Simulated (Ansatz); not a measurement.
# H₉NOSi₃: up Jacob's ladder to CCSD(T)

How much do the methods differ for H₉NOSi₃? The plan is to run it at one geometry with functionals of several rungs and with coupled cluster, and see how far each lands from CCSD(T) at the basis-set limit for the atomisation energy.

Method: functionals in def2-TZVPP, the program's frozen cores in correlated methods; program: Ansatz 0.2.0, Gaussian basis.

Plan: PBE-D4, r2SCAN-D4, PBE0-D4, B3LYP-D4, ωB97X-V, ωB97M-V, B2PLYP; CCSD(T)/def2-TZVPP; MP2/def2-QZVPP; extrapolation to the limit.

## (1) The relaxed structure

An earlier PBE0-D4 in a triple-zeta def2 set relaxation fixed the geometry.

14 atoms, charge 0, spin multiplicity 1.

Atoms are counted from 1 here; the program's logs count them from 0.

Bond lengths: N1–Si2 1.708 Å, N1–H6 1.007 Å, N1–H7 1.006 Å, Si2–Si3 2.343 Å, Si2–O4 1.646 Å, Si2–H8 1.484 Å, Si3–H9 1.488 Å, Si3–H10 1.488 Å, Si3–H11 1.492 Å, O4–Si5 1.633 Å, Si5–H12 1.485 Å, Si5–H13 1.485 Å, Si5–H14 1.489 Å. Angles: Si2–N1–H6 122.2°, Si2–N1–H7 122.4°, H6–N1–H7 111.9°, N1–Si2–Si3 107.4°, N1–Si2–O4 115.4°, N1–Si2–H8 106.7°, Si3–Si2–O4 108.3°, Si3–Si2–H8 113.7°, O4–Si2–H8 105.5°, Si2–Si3–H9 111.4°, Si2–Si3–H10 111.2°, Si2–Si3–H11 109.3°, H9–Si3–H10 108.7°, H9–Si3–H11 108.0°, H10–Si3–H11 108.1°, Si2–O4–Si5 144.6°, O4–Si5–H12 109.6°, O4–Si5–H13 109.4° and more.

Geometry (Å):

```
N    -1.8296    0.5372   -0.6383
Si   -0.1298    0.6312   -0.7726
Si    0.6461    1.8910    1.0437
O     0.6588   -0.8138   -0.7756
Si    0.6844   -2.3166   -0.1383
H    -2.4188    0.3141   -1.4233
H    -2.2926    0.3689    0.2390
H     0.1611    1.2448   -2.0922
H     2.1277    1.8182    1.1612
H     0.2466    3.3189    0.9183
H     0.0574    1.3541    2.3050
H     0.5625   -3.3204   -1.2258
H     1.9669   -2.5262    0.5802
H    -0.4407   -2.5013    0.8188
```

## (2) PBE-D4 (GGA)

Contents of in.yaml:

```yaml
crystal:
  periodic: [false, false, false]
  atoms:
    - {symbol: N, position_ang: [-1.829623, 0.537246, -0.638285]}
    - {symbol: Si, position_ang: [-0.129809, 0.631214, -0.772570]}
    - {symbol: Si, position_ang: [0.646126, 1.890997, 1.043659]}
    - {symbol: O, position_ang: [0.658761, -0.813806, -0.775583]}
    - {symbol: Si, position_ang: [0.684415, -2.316637, -0.138280]}
    - {symbol: H, position_ang: [-2.418833, 0.314064, -1.423330]}
    - {symbol: H, position_ang: [-2.292551, 0.368909, 0.238972]}
    - {symbol: H, position_ang: [0.161110, 1.244783, -2.092179]}
    - {symbol: H, position_ang: [2.127724, 1.818171, 1.161181]}
    - {symbol: H, position_ang: [0.246577, 3.318892, 0.918253]}
    - {symbol: H, position_ang: [0.057366, 1.354074, 2.304971]}
    - {symbol: H, position_ang: [0.562550, -3.320413, -1.225780]}
    - {symbol: H, position_ang: [1.966932, -2.526209, 0.580175]}
    - {symbol: H, position_ang: [-0.440737, -2.501285, 0.818798]}
basis:
  gaussian: {orbitals: def2-TZVPP}
hamiltonian: {xc: pbe, dispersion: d4}
output: {forces: true, orbitals: {seedname: orbitals}}
```

Started as:

```bash
> ansatz run in.yaml --threads 2 --pin off --events-out ev --progress --plain --max-ram 22528MiB --backend cuda --devices 0, --max-vram 18GiB
```

The runs that follow: r2SCAN-D4 (meta-GGA); PBE0-D4 (hybrid); B3LYP-D4 (hybrid); ωB97X-V (range-separated); ωB97M-V (range-separated); B2PLYP (double hybrid); CCSD(T) in def2-TZVPP; MP2 in def2-QZVPP.

Q: Predict the results of all the runs planned. Wanted: atomisation energy, CCSD(T)/CBS; farthest; mean size of error, hybrid; mean size of error, range-separated; gap, smallest and largest; T1 diagnostic; triples share of the correlation energy.

As calculated:

| quantity | value |
| --- | --- |
| atomisation energy, CCSD(T)/CBS | 4640.7 kJ/mol |
| functionals within 23.2 kJ/mol (0.5 %) | B3LYP-D4, ωB97X-V, ωB97M-V |
| farthest | PBE0-D4 (-83.7 kJ/mol) |
| mean size of error, hybrid | 47.9 kJ/mol |
| mean size of error, range-separated | 14.1 kJ/mol |
| gap, smallest and largest | 5.40 eV (PBE-D4), 11.79 eV (ωB97X-V) |
| T1 diagnostic | 0.0121 |
| triples share of the correlation energy | 3.4 % |

**Reading.** PBE-D4 is off by -43.7 kJ/mol. Double hybrids carry the basis error of their MP2 part in triple zeta, and no dispersion term here, so their miss is partly the set-up's. Misses under about 23.2 kJ/mol are within the doubt on the reference itself, which lacks core-valence correlation, relativity and higher excitations. Hartree-Fock recovers 74 % of the binding; the rest is correlation. Orbital gaps span 5.4 to 11.8 eV; exact exchange widens them.
